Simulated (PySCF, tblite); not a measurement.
# C₅H₅O₂PS: geometry, infrared bands and NMR shifts

Wanted: the infrared bands and NMR shifts of C₅H₅O₂PS (`COC(=O)c1cscp1`), by calculation.

Programs: tblite 0.8.0 and PySCF 2.14.0, with density-fitted response routines of our own. Each step states its level of theory. These are calculated values for one molecule in the gas phase, unless marked as measured. Atoms are numbered from 0 throughout.

## Step 1: Starting geometry

14 atoms, charge 0, multiplicity 1; geometry from: force field or distance geometry start.

Bonds of the start (Å): C0–O1 1.41, O1–C2 1.39, C2–O3 1.22, C2–C4 1.46, C4–C5 1.39, C5–S6 1.73, S6–C7 1.71, C7–P8 1.83, P8–C4 1.87, C0–H9 1.10, C0–H10 1.10, C0–H11 1.10, C5–H12 1.09, C7–H13 1.08.

## Step 2: Optimising the geometry with GFN2-xTB

What the job is given:

```
{"job": {"kind": "relax", "xc": "GFN2-xTB", "basis": "xTB"}, "charge": 0, "multiplicity": 1}
C     -2.785800     0.536600    -0.526100
O     -1.375900     0.641500    -0.578600
C     -0.710800    -0.280700     0.213300
O     -1.297900    -1.109000     0.885500
C      0.742200    -0.171900     0.166900
C      1.546700    -1.033900     0.897300
S      3.266600    -0.850700     0.792000
C      3.210900     0.468700    -0.299500
P      1.603200     1.106700    -0.883300
H     -3.164500     0.714800     0.495500
H     -3.209900     1.310400    -1.181600
H     -3.127400    -0.440500    -0.891500
H      1.188300    -1.821700     1.558600
H      4.113800     0.929100    -0.670700
```

Run with:

```
$ OMP_NUM_THREADS=1 python probes_run.py task.json out
```

This one command runs all jobs of the session in turn.

**Question.** This job is followed by: GFN2-xTB harmonic vibrations, gas phase; GIAO PBE0/pcSseg-1 NMR shielding, non-relativistic, gas phase. Predict these results of the whole session: strongest single infrared mode (GFN2-xTB); zero-point energy (GFN2-xTB); ¹³C shifts against TMS (PBE0/pcSseg-1); ¹H shifts against TMS (PBE0/pcSseg-1, means over atoms taken as alike); ¹⁷O shifts against H2O (PBE0/pcSseg-1); ³³S shifts against CS2 (PBE0/pcSseg-1); ³¹P shifts against H3PO4 (PBE0/pcSseg-1).

As calculated:

| quantity | value |
| --- | --- |
| strongest single infrared mode (GFN2-xTB) | 1758 cm⁻¹, 483 km/mol |
| zero-point energy (GFN2-xTB) | 56.6 kcal/mol |
| ¹³C shifts against TMS (PBE0/pcSseg-1) | 171.8, 169.8, 160.7, 152.7, 53.6 ppm |
| ¹H shifts against TMS (PBE0/pcSseg-1, means over atoms taken as alike) | 9.01, 8.66, 4.11 ppm |
| ¹⁷O shifts against H2O (PBE0/pcSseg-1) | 408.4, 192.9 ppm |
| ³³S shifts against CS2 (PBE0/pcSseg-1) | 342 ppm |
| ³¹P shifts against H3PO4 (PBE0/pcSseg-1) | 244.9 ppm |

**Reading.** The optimisation took 37 steps and gained 0.441 eV; among the close pairs (by a distance rule), C7–P8 changed most, from 1.826 to 1.705 Å. The lowest mode is slightly imaginary (19i cm⁻¹), a soft motion within the noise of the Hessian, so the minimum is not strictly shown. The strongest single mode, at 1758 cm⁻¹, moves mainly C2 and O3. GFN2-xTB is a fitted tight-binding method: band positions and strengths are rough. Its intensities can rank the bands wrongly. NICS(1)zz of -25 ppm above the planar ring from C4 marks a diatropic (aromatic) ring current.
